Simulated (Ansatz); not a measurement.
BClH4Si, SMILES [SiH3]BCl: the interaction energy of a dimer with the counterpoise correction, run with Ansatz's Python interface.

The script, `run_dimer.py`:
```python
'''Interaction energy of two BClH4Si molecules, with the counterpoise correction.'''

import ansatz

BASIS_SET = 'def2-SVP'
XC = 'PBE'
DISPERSION = 'd4'

FIRST = [
    ('Si', (-0.6132, 0.4766, -0.2724)),
    ('B', (0.8607, -0.5712, 0.5298)),
    ('Cl', (1.5559, -1.8603, -0.3251)),
    ('H', (-1.7986, -0.3457, -0.5523)),
    ('H', (-0.2382, 1.0891, -1.5541)),
    ('H', (-1.0813, 1.578, 0.577)),
    ('H', (1.3146, -0.3666, 1.5971)),
]
SECOND = [
    ('Si', (2.3545, -5.1802, -0.9945)),
    ('B', (1.9125, -4.9816, 0.9235)),
    ('Cl', (2.7802, -3.8927, 1.8916)),
    ('H', (3.7303, -5.6507, -1.2075)),
    ('H', (2.2444, -3.9151, -1.7334)),
    ('H', (1.4912, -6.1338, -1.7009)),
    ('H', (1.0615, -5.5824, 1.473)),
]

def energy(atoms, ghosts=()):
    molecule = ansatz.Crystal.molecule()
    for symbol, xyz in atoms:
        molecule = molecule.atom(symbol, xyz)
    calc = (
        molecule.calculation()
        .basis(gaussian=BASIS_SET)
        .functional(XC, dispersion=DISPERSION)  # level of theory
    )
    deck = calc.input()
    if ghosts:
        deck = deck.set(ansatz.key.basis.gaussian.ghost_atoms, [{'symbol': s, 'position_ang': list(xyz)} for s, xyz in ghosts])
    return ansatz.Session.from_dict(deck).plan().execute().report['free_energy_ev']

# monomers in their own basis and in the basis of the dimer
both = energy(FIRST + SECOND)
alone = energy(FIRST) + energy(SECOND)
ghosted = energy(FIRST, SECOND) + energy(SECOND, FIRST)
print(f'dimer {both:.6f} eV')
print(f'interaction, uncorrected   {23.060548 * (both - alone):8.3f} kcal/mol')
print(f'interaction, counterpoise  {23.060548 * (both - ghosted):8.3f} kcal/mol')
print(f'basis-set superposition    {23.060548 * (alone - ghosted):8.3f} kcal/mol')
```

How large is the interaction at this pose, and how much of it is basis-set superposition?

Uncorrected it is 0.488 kcal/mol, with the counterpoise correction 2.437 kcal/mol; the difference, 1.95 kcal/mol, is the superposition error. In this basis both values are repulsive.

What the script printed:

Output of `python run_dimer.py`:
```text
dimer -42248.464096 eV
interaction, uncorrected      0.488 kcal/mol
interaction, counterpoise     2.437 kcal/mol
basis-set superposition       1.949 kcal/mol
```

Reading the output:
- Total energies depend on the basis set; only differences at equal settings carry meaning.
- The dimer is a generated trial pose of unrelaxed monomers, not a minimum, so the figure is no binding energy, and the basis set is small.
- Timing: 16 s on 1 thread of Arm Neoverse V1, with other jobs on the host, peak memory 0.25 GiB.

(Lines on the test bed's own set-up are left out of the output.)
